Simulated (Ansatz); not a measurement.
# ClH6NO3Si2: a ladder of functionals and wavefunction methods

The task here is to estimate one member of a computed series from the others.

The runs use Ansatz 0.2.0, Gaussian basis; functionals in def2-TZVPP, the program's frozen cores in correlated methods.

The runs, in order: PBE-D4, r2SCAN-D4, PBE0-D4, B3LYP-D4, ωB97X-V, ωB97M-V, B2PLYP; CCSD(T)/def2-TZVPP; MP2/def2-QZVPP; extrapolation to the limit.

### Structure used throughout

An earlier PBE0-D4 in a triple-zeta def2 set relaxation fixed the geometry.

SMILES `O[SiH](O)N[SiH](O)Cl`, 13 atoms, charge 0, spin multiplicity 1.

Atoms are counted from 1 here; the program's logs count them from 0.

Bond lengths: O1–Si2 1.639 Å, O1–H8 0.958 Å, Si2–O3 1.651 Å, Si2–N4 1.705 Å, Si2–H9 1.483 Å, O3–H10 0.959 Å, N4–Si5 1.721 Å, N4–H11 1.012 Å, Si5–O6 1.621 Å, Si5–Cl7 2.063 Å, Si5–H12 1.473 Å, O6–H13 0.967 Å. Angles: Si2–O1–H8 117.3°, O1–Si2–O3 109.2°, O1–Si2–N4 112.9°, O1–Si2–H9 107.5°, O3–Si2–N4 104.4°, O3–Si2–H9 110.9°, N4–Si2–H9 111.7°, Si2–O3–H10 116.0°, Si2–N4–Si5 130.0°, Si2–N4–H11 115.0°, Si5–N4–H11 114.4°, N4–Si5–O6 110.4°, N4–Si5–Cl7 109.9°, N4–Si5–H12 110.5°, O6–Si5–Cl7 110.3°, O6–Si5–H12 110.0°, Cl7–Si5–H12 105.6°, Si5–O6–H13 114.1°.

The first run:

in.yaml reads:

```yaml
crystal:
  periodic: [false, false, false]
  atoms:
    - {symbol: O, position_ang: [1.480747, -1.229757, -1.493325]}
    - {symbol: Si, position_ang: [1.082130, -0.643062, -0.015554]}
    - {symbol: O, position_ang: [1.419088, 0.971991, 0.037765]}
    - {symbol: N, position_ang: [-0.588672, -0.739610, 0.309458]}
    - {symbol: Si, position_ang: [-1.766590, 0.509346, 0.435250]}
    - {symbol: O, position_ang: [-1.076384, 1.891345, 0.927703]}
    - {symbol: Cl, position_ang: [-2.696920, 0.784388, -1.385158]}
    - {symbol: H, position_ang: [2.185929, -1.876614, -1.534251]}
    - {symbol: H, position_ang: [1.880650, -1.384645, 0.989669]}
    - {symbol: H, position_ang: [2.033374, 1.295791, -0.623162]}
    - {symbol: H, position_ang: [-0.972136, -1.675985, 0.300939]}
    - {symbol: H, position_ang: [-2.835734, 0.118999, 1.370674]}
    - {symbol: H, position_ang: [-0.145484, 1.977813, 0.679992]}
basis:
  gaussian: {orbitals: def2-TZVPP}
hamiltonian: {xc: pbe, dispersion: d4}
output: {forces: true, orbitals: {seedname: orbitals}}
```

Run with:

```console
ansatz run in.yaml --threads 2 --pin off --events-out ev --progress --plain --max-ram 32768MiB --backend cuda --devices 0, --max-vram 18GiB
```

Steps of the session up to this table: PBE-D4 (GGA); r2SCAN-D4 (meta-GGA); PBE0-D4 (hybrid); B3LYP-D4 (hybrid); ωB97X-V (range-separated); ωB97M-V (range-separated); B2PLYP (double hybrid); CCSD(T) in def2-TZVPP; MP2 in def2-QZVPP.

One table of the session follows, with a row left open; its other results are not shown here.

| method | atomisation energy (kJ/mol) |
| --- | --- |
| PBE-D4 | 5041.8 |
| r2SCAN-D4 | 4995.3 |
| PBE0-D4 | 4937.3 |
| B3LYP-D4 | 4968.6 |
| ωB97X-V | 5016.2 |
| ωB97M-V | 5023.1 |
| B2PLYP | 4928.1 |
| HF/def2-TZVPP | 3514.2 |
| MP2/def2-TZVPP | 4992.4 |
| CCSD/def2-TZVPP | 4771.1 |
| CCSD(T)/def2-TZVPP | 4852.4 |
| MP2/CBS | 5167.5 |
| CCSD(T)/CBS | ? |

**Question.** Estimate the row for CCSD(T)/CBS.

The run gave: atomisation energy (kJ/mol): 5027.6. In the column «atomisation energy (kJ/mol)» it lies between ωB97M-V (5023.1) and PBE-D4 (5041.8).

Limits of these values: Free atoms (3 O, 2 Si, 1 N, 1 Cl, 6 H) were run apart at each level; the atomisation energy is their sum less the molecule, without zero-point or spin-orbit terms.
